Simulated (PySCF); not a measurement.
# A diatomic session: SrN+

One job finds the state of SrN+, follows it along the bond with each method and fits the curves.

Program: PySCF 2.14.0. Level of theory: Sr def2-SVPD with ECP28, N def2-SVPD, scalar-relativistic core potentials. These are calculated values, not measurements.

### 1 Input

A driver script around PySCF takes these settings:

| Item | Value |
| --- | --- |
| atoms | Sr, N |
| charge | 1 |
| basis | Sr def2-SVPD with ECP28, N def2-SVPD |
| Hamiltonian | scalar-relativistic core potentials |
| basis functions | 46 |
| electrons treated | 16 |
| masses in u | 87.9056, 14.0031 |
| levels | PBE0, PBE, r²SCAN, M06, M06-L, M06-2X, HF, MP2, SCS-MP2, CCSD, CCSD(T) |
| grid | 80 radial by 434 angular points |
| occupations | held fixed by the projection of orbital angular momentum |
| dissociation limit | Sr+ + N, each in its ground configuration |
| starting distance in angstrom | 2.465 |
| values of 2S to try | 0, 2, 4 |

The runs that follow: The PBE0 curve of the state that the search chose; Excited determinants; PBE (GGA); r²SCAN; M06; M06-L (meta-GGA); M06-2X (hybrid meta-GGA); UHF; Correlated methods on the Hartree–Fock reference.

Q: Predict the outcome of this session. Wanted: for each run, Re; ωe; De; μ.

As calculated:

Lowest PBE0 solution found, without spin–orbit coupling: ³Σ⁻ (triplet), unpaired electrons π ↑↑. State 2 has its PBE0 minimum 0.16 eV higher. State 3 has its PBE0 minimum 0.54 eV higher, as a spin-mixed determinant (⟨S²⟩ = 1.00), so this is no gap between pure states. State 4 has its PBE0 minimum 0.72 eV higher, as a spin-mixed determinant (⟨S²⟩ = 1.00), so this is no gap between pure states. The other levels ran on the lowest alone.

| level | Re (Å) | ωe (cm⁻¹) | De (eV) | μ (D) |
| --- | --- | --- | --- | --- |
| PBE | 2.341 | 440 | 1.83 | -6.04 |
| r²SCAN | 2.335 | 457 | 1.49 | -6.59 |
| M06-L | 2.334 | 472 | 2.06 | -6.89 |
| PBE0 | 2.324 | 465 | 1.47 | -6.85 |
| M06 | 2.328 | 469 | 1.69 | -6.95 |
| M06-2X | 2.330 | 470 | 1.30 | -7.14 |

De is counted to Sr+ + N in their ground configurations. A positive dipole points from Sr to N; in an ion it is taken about the centre of mass and does not tell which atom is negative. No constants: UHF (no minimum is bracketed among the points kept); UHF-MP2 (the points don't follow one smooth fit); UHF-SCS-MP2 (the points don't follow one smooth fit); UHF-CCSD (the points don't follow one smooth fit); UHF-CCSD(T) (the points don't follow one smooth fit).

**Reading.** The methods spread over 0.017 Å in bond length, from PBE0 to PBE. Among the levels with a De in the table, it runs from 1.30 eV (M06-2X) to 2.06 eV (M06-L).

Correlated steps freeze 1 core orbital. T1 is 0.027 near the minimum (highest on the curve 0.168), which may point to more than one leading configuration. Spin–orbit coupling is left out.
